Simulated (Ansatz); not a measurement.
# CHAlClNO: up Jacob's ladder to CCSD(T)

One table from this session's results is given with a row withheld; the runs are named, their logs left out.

Method: functionals in def2-TZVPP, the program's frozen cores in correlated methods; program: Ansatz 0.2.0, Gaussian basis.

Plan: LDA (SPW92), PBE-D4, revPBE-D4, BLYP-D4, r2SCAN-D4, B97M-V, PBE0-D4, B3LYP-D4, r2SCANh-D4, r2SCAN0-D4, HSE06-D4, BHLYP-D4, CAM-B3LYP-D4, LC-ωPBE, ωB97X-V, ωB97M-V, B2PLYP, PBE-QIDH; CCSD(T)/def2-SVP; CCSD(T)/def2-TZVPP; CCSD(T)/def2-QZVPP; extrapolation to the limit; RPA on PBE.

## The geometry

All runs share one geometry, relaxed beforehand with PBE0-D4 in a triple-zeta def2 set.

SMILES `O=C=[N][AlH][Cl]`, 6 atoms, charge 0, spin multiplicity 1.

Atoms are counted from 1 here; the program's logs count them from 0.

Bond lengths: O1–C2 1.164 Å, C2–N3 1.197 Å, N3–Al4 1.756 Å, Al4–Cl5 2.083 Å, Al4–H6 1.562 Å. Angles: O1–C2–N3 179.3°, C2–N3–Al4 173.9°, N3–Al4–Cl5 117.9°, N3–Al4–H6 120.9°, Cl5–Al4–H6 121.2°.

Coordinates:

```xyz
6
charge 0, multiplicity 1
O    -0.59359   -1.77881   -2.27141
C    -0.42417   -1.08660   -1.35159
N    -0.26402   -0.37687   -0.40156
Al    0.14690    0.68651    0.93436
Cl    2.09023    1.43178    1.02526
H    -0.91326    1.06009    2.01872
```

Set-up of the first run:

Contents of in.yaml:

```yaml
crystal:
  periodic: [false, false, false]
  atoms:
    - {symbol: O, position_ang: [-0.593587, -1.778813, -2.271408]}
    - {symbol: C, position_ang: [-0.424167, -1.086597, -1.351587]}
    - {symbol: N, position_ang: [-0.264019, -0.376865, -0.401556]}
    - {symbol: Al, position_ang: [0.146900, 0.686507, 0.934362]}
    - {symbol: Cl, position_ang: [2.090231, 1.431777, 1.025264]}
    - {symbol: H, position_ang: [-0.913260, 1.060091, 2.018723]}
basis:
  gaussian: {orbitals: def2-TZVPP}
hamiltonian: {xc: lda}
output: {orbitals: {seedname: orbitals}}
```

Launch:

```bash
$ ansatz run in.yaml --threads 2 --pin off --events-out ev --progress --plain --max-ram 32768MiB --backend cpu
```

Steps of the session up to this table: LDA; PBE-D4 (GGA); revPBE-D4 (GGA); BLYP-D4 (GGA); r2SCAN-D4 (meta-GGA); B97M-V (meta-GGA); PBE0-D4 (hybrid); B3LYP-D4 (hybrid); r2SCANh-D4 (hybrid); r2SCAN0-D4 (hybrid); HSE06-D4 (hybrid); BHLYP-D4 (hybrid); CAM-B3LYP-D4 (range-separated); LC-ωPBE (range-separated); ωB97X-V (range-separated); ωB97M-V (range-separated); B2PLYP (double hybrid); PBE-QIDH (double hybrid).

One table of the session follows, with a row left open; its other results are not shown here.

It belongs to the step «Frontier levels by functional». 

```
  functional  HOMO (eV)  LUMO (eV)  gap (eV)
 LDA (SPW92)      -7.72      -2.60      5.12
      PBE-D4      -7.49      -2.31      5.18
   revPBE-D4      -7.41      -2.19      5.22
     BLYP-D4      -7.35      -2.20      5.15
   r2SCAN-D4      -7.81      -1.99      5.83
      B97M-V      -7.83      -2.13      5.70
     PBE0-D4      -8.89      -1.55      7.34
    B3LYP-D4      -8.64      -1.76      6.87
  r2SCANh-D4      -8.33      -1.73      6.61
  r2SCAN0-D4      -9.12      -1.35      7.78
    HSE06-D4      -8.49      -1.91      6.58
    BHLYP-D4     -10.19      -0.77      9.42
CAM-B3LYP-D4          ?          ?         ?
     LC-ωPBE     -11.60       0.49     12.09
     ωB97X-V     -11.23       0.39     11.62
     ωB97M-V     -11.12       0.14     11.26
```

**Question.** Estimate the row for CAM-B3LYP-D4.

**Answer.** HOMO (eV): -10.26; LUMO (eV): -0.62; gap (eV): 9.64. In the column «HOMO (eV)» it lies between ωB97M-V (-11.12) and BHLYP-D4 (-10.19).
